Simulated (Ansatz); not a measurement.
Born–Oppenheimer molecular dynamics of a periodic cell of 17 atoms, Ba₃Ti₃HClO₉ (surface BaTiO3(001), adsorbate HCl, incident energy 10 eV, 0° from the normal). It starts from an unrelaxed structure (largest force component 5.23 eV/Å).

Level of theory: DFT PBE-D3(BJ), scalar-relativistic, plane waves, PAW in Ansatz 0.2.0. Settings: accuracy low, PAW set soft_1, cutoff 420 eV, k mesh 2x2x1, fermi-dirac smearing 0.05 eV, no spin polarisation.

```yaml
ensemble: NVE (velocity Verlet)
time_step: 0.5 fs
steps_asked: 370
starting_velocities: zero, but for any typed in the input
atoms_held: 1 to 5
seed: 705169
```

Frames 10 fs apart, positions in Å, forces in eV/Å.

Velocities at 40 fs (Å/ps):

```
Ba 0.00 0.00 0.00
Ti 0.00 0.00 0.00
O 0.00 0.00 0.00
O 0.00 0.00 0.00
O 0.00 0.00 0.00
Ba 0.00 0.00 -5.98
Ti -0.01 -0.02 10.27
O 0.00 3.46 2.67
O -2.99 -1.72 2.62
O 2.99 -1.73 2.65
Ba -0.01 -0.01 -0.25
Ti 0.16 0.21 -0.14
O -0.14 2.38 7.38
O -2.00 -1.20 7.84
O 2.00 -1.27 7.67
Cl -0.27 -0.22 -73.83
H 5.44 0.86 -61.70
```

```xyz
17
Lattice="5.6545 0.0000 0.0000 -2.8273 4.8970 0.0000 0.0000 0.0000 19.6927" Properties=species:S:1:pos:R:3:forces:R:3 time_fs=40 energy_less_start_eV=-0.936 T=7051
Ba 0.000 0.000 1.000 0.00 0.00 -1.31
Ti 0.000 3.265 2.057 0.00 0.00 -3.70
O 0.000 4.865 1.084 0.00 -1.19 1.98
O -1.386 2.464 1.084 1.02 0.59 1.98
O 1.386 2.464 1.084 -1.02 0.59 1.98
Ba 2.827 1.632 3.193 0.00 0.00 -1.58
Ti 0.000 0.000 4.437 -0.01 -0.02 1.41
O 0.000 1.696 3.692 0.00 -1.69 -0.62
O 1.358 4.049 3.691 1.47 0.85 -0.63
O -1.358 4.049 3.692 -1.47 0.85 -0.62
Ba 0.000 3.265 5.603 0.00 -0.01 1.43
Ti 2.829 1.634 6.545 0.09 0.11 -0.42
O 2.826 3.425 6.081 -0.03 -3.22 0.00
O 1.275 0.736 6.083 2.81 1.61 0.13
O 4.380 0.735 6.083 -2.80 1.60 0.07
Cl -1.404 3.166 9.387 -0.21 -0.21 -0.03
H -2.039 2.243 10.052 0.16 0.13 -0.05
17
Lattice="5.6545 0.0000 0.0000 -2.8273 4.8970 0.0000 0.0000 0.0000 19.6927" Properties=species:S:1:pos:R:3:forces:R:3 time_fs=50 energy_less_start_eV=-1.458 T=7387
Ba 0.000 0.000 1.000 0.00 0.00 -1.15
Ti 0.000 3.265 2.057 0.01 0.01 -3.77
O 0.000 4.865 1.084 0.00 -1.27 2.00
O -1.386 2.464 1.084 1.09 0.63 2.00
O 1.386 2.464 1.084 -1.10 0.63 2.00
Ba 2.827 1.632 3.128 0.00 0.01 -1.24
Ti 0.000 -0.001 4.548 -0.02 -0.04 -0.23
O 0.000 1.673 3.704 0.00 -1.71 -0.09
O 1.378 4.061 3.703 1.49 0.88 -0.12
O -1.378 4.061 3.704 -1.49 0.87 -0.10
Ba 0.000 3.264 5.606 0.12 -0.03 1.09
Ti 2.831 1.638 6.543 0.15 0.21 1.23
O 2.823 3.363 6.147 -0.24 -0.89 -1.14
O 1.330 0.767 6.161 0.83 0.43 -0.47
O 4.324 0.765 6.156 -0.82 0.41 -0.68
Cl -1.409 3.162 8.649 -0.24 -0.14 0.53
H -1.920 2.273 9.451 0.21 0.01 0.13
17
Lattice="5.6545 0.0000 0.0000 -2.8273 4.8970 0.0000 0.0000 0.0000 19.6927" Properties=species:S:1:pos:R:3:forces:R:3 time_fs=60 energy_less_start_eV=0.056 T=6410
Ba 0.000 0.000 1.000 0.00 0.00 -0.95
Ti 0.000 3.265 2.057 0.02 0.01 -4.05
O 0.000 4.865 1.084 0.00 -1.49 2.01
O -1.386 2.464 1.084 1.27 0.73 2.02
O 1.386 2.464 1.084 -1.28 0.74 2.02
Ba 2.827 1.633 3.055 0.00 0.01 -0.64
Ti -0.001 -0.002 4.655 -0.08 -0.02 -1.33
O 0.000 1.559 3.710 0.00 0.48 0.15
O 1.479 4.120 3.706 -0.36 -0.16 0.05
O -1.478 4.119 3.709 0.42 -0.21 0.15
Ba 0.001 3.264 5.615 1.15 0.04 -1.62
Ti 2.836 1.645 6.567 -0.27 -0.05 3.07
O 2.801 3.263 6.137 -1.17 3.41 -3.37
O 1.423 0.816 6.210 -2.87 -1.80 -0.93
O 4.233 0.811 6.187 2.80 -1.90 -1.55
Cl -1.421 3.154 7.933 -0.30 -0.04 4.65
H -1.566 2.345 8.958 0.68 0.22 0.32
17
Lattice="5.6545 0.0000 0.0000 -2.8273 4.8970 0.0000 0.0000 0.0000 19.6927" Properties=species:S:1:pos:R:3:forces:R:3 time_fs=70 energy_less_start_eV=3.737 T=4037
Ba 0.000 0.000 1.000 -0.01 0.00 -0.69
Ti 0.000 3.265 2.057 0.01 -0.02 -3.72
O 0.000 4.865 1.084 -0.01 -1.66 1.78
O -1.386 2.464 1.084 1.44 0.84 1.79
O 1.386 2.464 1.084 -1.44 0.83 1.79
Ba 2.827 1.633 2.977 0.00 0.00 0.39
Ti -0.003 -0.002 4.736 0.01 0.73 -2.70
O 0.000 1.474 3.721 0.02 2.67 -0.32
O 1.558 4.170 3.707 -2.06 -1.03 -0.62
O -1.552 4.164 3.719 2.35 -1.20 -0.29
Ba 0.013 3.264 5.610 5.74 0.34 -8.00
Ti 2.835 1.647 6.640 -1.49 -2.47 -1.12
O 2.718 3.313 5.954 -0.59 -1.14 -0.35
O 1.384 0.783 6.214 -0.28 0.03 0.30
O 4.262 0.770 6.139 -0.72 -0.13 0.06
Cl -1.448 3.145 7.360 -2.69 1.82 12.86
H -0.636 2.743 8.500 -0.28 0.40 -1.14
17
Lattice="5.6545 0.0000 0.0000 -2.8273 4.8970 0.0000 0.0000 0.0000 19.6927" Properties=species:S:1:pos:R:3:forces:R:3 time_fs=80 energy_less_start_eV=6.588 T=2200
Ba 0.000 0.000 1.000 0.00 -0.01 -0.59
Ti 0.000 3.265 2.057 -0.03 0.01 -2.96
O 0.000 4.865 1.084 0.00 -1.76 1.36
O -1.386 2.464 1.084 1.54 0.90 1.38
O 1.386 2.464 1.084 -1.52 0.86 1.38
Ba 2.827 1.633 2.902 0.02 0.05 1.40
Ti -0.004 0.012 4.761 0.47 1.17 -4.33
O 0.002 1.530 3.714 0.07 1.42 -0.42
O 1.527 4.167 3.672 -1.12 -0.30 -0.90
O -1.502 4.148 3.714 1.14 -0.32 -0.35
Ba 0.062 3.267 5.553 6.19 0.00 -9.53
Ti 2.807 1.604 6.699 -1.05 -3.07 -2.44
O 2.590 3.309 5.740 -0.50 -3.90 1.58
O 1.316 0.743 6.229 0.85 0.94 0.34
O 4.263 0.714 6.089 -2.42 0.91 0.83
Cl -1.541 3.185 7.105 -2.76 3.49 10.72
H 0.059 3.398 7.497 -0.88 -0.37 2.54
17
Lattice="5.6545 0.0000 0.0000 -2.8273 4.8970 0.0000 0.0000 0.0000 19.6927" Properties=species:S:1:pos:R:3:forces:R:3 time_fs=90 energy_less_start_eV=3.643 T=4097
Ba 0.000 0.000 1.000 -0.03 -0.04 -0.79
Ti 0.000 3.265 2.057 0.09 0.19 -3.03
O 0.000 4.865 1.084 -0.06 -1.78 1.07
O -1.386 2.464 1.084 1.53 0.89 1.17
O 1.386 2.464 1.084 -1.57 0.84 1.14
Ba 2.828 1.633 2.837 0.06 0.13 1.66
Ti 0.003 0.046 4.702 0.20 -0.52 -4.37
O 0.007 1.662 3.684 0.04 -1.75 -0.10
O 1.435 4.148 3.587 1.21 1.06 -0.41
O -1.390 4.115 3.691 -1.38 1.05 0.20
Ba 0.151 3.269 5.437 0.26 -0.23 -1.27
Ti 2.758 1.504 6.712 0.02 0.06 -0.81
O 2.449 3.099 5.611 2.01 -1.31 1.10
O 1.283 0.750 6.257 -1.12 -0.02 -0.82
O 4.141 0.702 6.078 0.33 -0.35 -0.46
Cl -1.702 3.314 7.135 -0.42 2.08 5.84
H -0.171 3.766 7.981 -1.16 -0.31 -0.13
17
Lattice="5.6545 0.0000 0.0000 -2.8273 4.8970 0.0000 0.0000 0.0000 19.6927" Properties=species:S:1:pos:R:3:forces:R:3 time_fs=100 energy_less_start_eV=1.841 T=5258
Ba 0.000 0.000 1.000 -0.07 -0.05 -1.13
Ti 0.000 3.265 2.057 0.23 0.38 -4.29
O 0.000 4.865 1.084 -0.16 -1.91 0.92
O -1.386 2.464 1.084 1.61 0.96 1.14
O 1.386 2.464 1.084 -1.75 0.90 1.05
Ba 2.828 1.635 2.783 0.10 0.17 1.79
Ti 0.015 0.072 4.556 0.23 -0.84 -3.01
O 0.015 1.702 3.646 -0.05 -2.55 -0.55
O 1.409 4.187 3.479 2.04 1.17 0.08
O -1.353 4.139 3.677 -2.17 1.23 0.09
Ba 0.244 3.270 5.308 -2.86 0.03 2.42
Ti 2.705 1.407 6.708 -0.94 3.12 -0.37
O 2.422 2.800 5.551 3.43 0.23 0.76
O 1.189 0.757 6.243 -1.73 -0.82 -0.91
O 4.039 0.668 6.043 2.66 -1.48 -0.96
Cl -1.879 3.497 7.335 -0.53 -0.22 3.71
H -1.423 3.808 8.596 -0.04 -0.32 -0.74
17
Lattice="5.6545 0.0000 0.0000 -2.8273 4.8970 0.0000 0.0000 0.0000 19.6927" Properties=species:S:1:pos:R:3:forces:R:3 time_fs=110 energy_less_start_eV=1.845 T=5257
Ba 0.000 0.000 1.000 -0.06 -0.02 -1.55
Ti 0.000 3.265 2.057 0.31 0.38 -5.12
O 0.000 4.865 1.084 -0.25 -2.12 0.79
O -1.386 2.464 1.084 1.80 1.12 1.04
O 1.386 2.464 1.084 -1.99 1.03 0.90
Ba 2.829 1.637 2.741 0.16 0.14 2.10
Ti 0.030 0.083 4.358 -1.13 -0.31 2.66
O 0.020 1.614 3.568 0.10 1.33 -2.05
O 1.490 4.285 3.369 -0.05 -0.79 -0.53
O -1.423 4.224 3.661 1.45 -1.11 -1.60
Ba 0.319 3.270 5.194 -2.44 -0.21 3.16
Ti 2.641 1.359 6.694 0.81 -0.59 -0.99
O 2.578 2.521 5.521 1.07 2.53 -1.59
O 1.008 0.723 6.175 0.73 -0.39 -0.33
O 4.064 0.559 5.965 -0.18 -0.29 0.91
Cl -2.069 3.678 7.627 -1.89 -0.51 4.27
H -2.826 3.643 8.973 1.57 -0.17 -2.06
17
Lattice="5.6545 0.0000 0.0000 -2.8273 4.8970 0.0000 0.0000 0.0000 19.6927" Properties=species:S:1:pos:R:3:forces:R:3 time_fs=120 energy_less_start_eV=2.258 T=4990
Ba 0.000 0.000 1.000 0.09 0.05 -2.26
Ti 0.000 3.265 2.057 0.02 0.28 -5.87
O 0.000 4.865 1.084 -0.25 -2.01 0.56
O -1.386 2.464 1.084 1.81 1.22 0.78
O 1.386 2.464 1.084 -1.89 1.10 0.64
Ba 2.832 1.641 2.714 0.14 0.11 1.79
Ti 0.025 0.088 4.207 -0.18 0.53 4.79
O 0.032 1.591 3.381 0.25 2.26 -1.09
O 1.567 4.338 3.231 -1.86 -2.06 -0.58
O -1.417 4.250 3.558 2.47 -1.74 -1.47
Ba 0.377 3.269 5.102 -2.12 -0.98 2.66
Ti 2.587 1.305 6.658 1.04 -1.42 -2.53
O 2.806 2.381 5.416 -0.47 2.57 -0.36
O 0.871 0.669 6.090 2.90 0.58 0.20
O 4.090 0.427 5.937 -1.52 0.17 1.78
Cl -2.292 3.843 8.001 -0.24 -0.50 0.39
H -3.352 3.353 8.564 -0.19 -0.15 0.58
17
Lattice="5.6545 0.0000 0.0000 -2.8273 4.8970 0.0000 0.0000 0.0000 19.6927" Properties=species:S:1:pos:R:3:forces:R:3 time_fs=130 energy_less_start_eV=2.740 T=4679
Ba 0.000 0.000 1.000 0.35 0.08 -3.13
Ti 0.000 3.265 2.057 -0.44 0.86 -6.91
O 0.000 4.865 1.084 -0.16 -1.42 -0.05
O -1.386 2.464 1.084 1.42 1.12 0.23
O 1.386 2.464 1.084 -1.26 0.93 0.01
Ba 2.835 1.645 2.700 0.15 0.14 1.09
Ti 0.019 0.101 4.141 2.06 0.14 0.48
O 0.057 1.673 3.143 0.08 -2.59 2.84
O 1.558 4.285 3.074 0.55 -0.36 2.15
O -1.292 4.188 3.379 -1.87 0.78 1.25
Ba 0.419 3.261 5.029 -2.13 -1.74 2.57
Ti 2.556 1.228 6.574 1.88 0.80 -3.19
O 3.007 2.389 5.291 -1.49 0.88 1.75
O 0.891 0.643 6.007 1.87 0.29 -0.74
O 4.033 0.306 6.008 -0.95 0.43 1.27
Cl -2.534 3.988 8.392 -0.16 -0.41 0.21
H -3.568 3.170 8.511 0.07 0.07 0.18
17
Lattice="5.6545 0.0000 0.0000 -2.8273 4.8970 0.0000 0.0000 0.0000 19.6927" Properties=species:S:1:pos:R:3:forces:R:3 time_fs=140 energy_less_start_eV=3.490 T=4197
Ba 0.000 0.000 1.000 0.37 -0.03 -3.69
Ti 0.000 3.265 2.057 -0.41 1.01 -7.56
O 0.000 4.865 1.084 0.00 -1.32 -0.25
O -1.386 2.464 1.084 1.33 0.97 0.06
O 1.386 2.464 1.084 -0.97 0.78 -0.27
Ba 2.840 1.651 2.693 0.28 0.05 0.84
Ti 0.050 0.116 4.092 2.25 -1.29 -0.17
O 0.086 1.625 3.057 -0.12 -2.59 3.31
O 1.571 4.203 3.033 1.15 0.56 2.79
O -1.259 4.162 3.265 -2.56 1.31 2.34
Ba 0.447 3.241 4.974 -2.03 -1.88 2.64
Ti 2.561 1.169 6.434 2.06 3.86 0.25
O 3.124 2.455 5.256 -1.36 0.14 1.39
O 1.009 0.630 5.876 -1.50 -0.83 -1.90
O 3.929 0.203 6.150 1.38 -0.58 0.25
Cl -2.783 4.124 8.794 -1.27 -1.96 -0.56
H -3.647 2.917 8.440 1.40 1.82 0.54
17
Lattice="5.6545 0.0000 0.0000 -2.8273 4.8970 0.0000 0.0000 0.0000 19.6927" Properties=species:S:1:pos:R:3:forces:R:3 time_fs=150 energy_less_start_eV=2.532 T=4812
Ba 0.000 0.000 1.000 0.12 -0.17 -3.59
Ti 0.000 3.265 2.057 -0.11 0.74 -7.18
O 0.000 4.865 1.084 0.10 -1.92 0.29
O -1.386 2.464 1.084 1.71 0.98 0.45
O 1.386 2.464 1.084 -1.41 0.87 0.21
Ba 2.846 1.656 2.692 0.36 -0.12 1.01
Ti 0.125 0.100 4.048 0.60 -4.54 4.00
O 0.109 1.460 3.144 -0.46 4.46 -1.34
O 1.638 4.146 3.146 -1.12 -0.31 0.53
O -1.359 4.201 3.278 1.23 -0.97 0.20
Ba 0.460 3.209 4.937 -2.17 -1.37 2.80
Ti 2.606 1.179 6.290 0.93 2.24 1.10
O 3.162 2.531 5.308 -0.52 0.00 0.70
O 1.064 0.578 5.652 -0.39 0.07 0.35
O 3.894 0.073 6.319 1.08 -0.03 0.45
Cl -3.039 4.244 9.193 0.02 -0.25 -0.09
H -3.351 3.153 8.538 0.06 0.35 0.13
```

Of the whole run (185 fs, mean temperature of the second half 4785 K): The conserved energy stayed within 0.32 meV per atom of its start (net change 0.072 meV per atom), so the integration is sound. A run of 0.18 ps of so small a system gives no equilibrium averages. Limits of this set-up: coarse k mesh, slab without dipole correction, low accuracy level.

The run took 30 min on 1 thread of Intel(R) Xeon(R) 6975P-C (Granite Rapids), on a shared host, peak memory 0.99 GiB.
